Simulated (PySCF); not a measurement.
# BGeH5O: the cost of one run

Computed with PySCF 2.14.0 and routines of our own; the level stands in each step. Atoms count from 0.

## 1. The system as given

8 atoms, charge -1, multiplicity 2; geometry from: GFN2-xTB.

## 2. Open-shell or spin-flip excitations: unrestricted TDDFT CAM-B3LYP/def2-SVPD in tetrahydrofuran

Job settings and geometry (Å):

```
{"job": {"kind": "uabs", "xc": "CAM-B3LYP", "basis": "def2-SVPD", "nstates": 10, "tda": false, "solvent": "tetrahydrofuran", "pol": false}, "charge": -1, "multiplicity": 2}
B      1.886733    -0.227374     0.065337
O      0.622689    -0.280273     0.269950
Ge    -1.231103     0.354175    -0.310019
H      2.416429     0.410789    -0.815604
H      2.643726    -0.843681     0.781009
H     -1.582502     0.705633     1.233281
H     -1.767987    -1.175771    -0.260788
H     -2.978928     1.065915    -0.987731
```

Level: unrestricted TDDFT CAM-B3LYP/def2-SVPD, vertical, IEF-PCM tetrahydrofuran (non-equilibrium linear response), core orbitals frozen in the response.

The run is started by

```console
$ OMP_NUM_THREADS=1 python excited_run.py task.json out
```

The driver reads the jobs from task.json and runs them one after another.

**Question.** How long does this run take on 1 thread of Intel Xeon at 2.70GHz, shared host?

About 32 s.
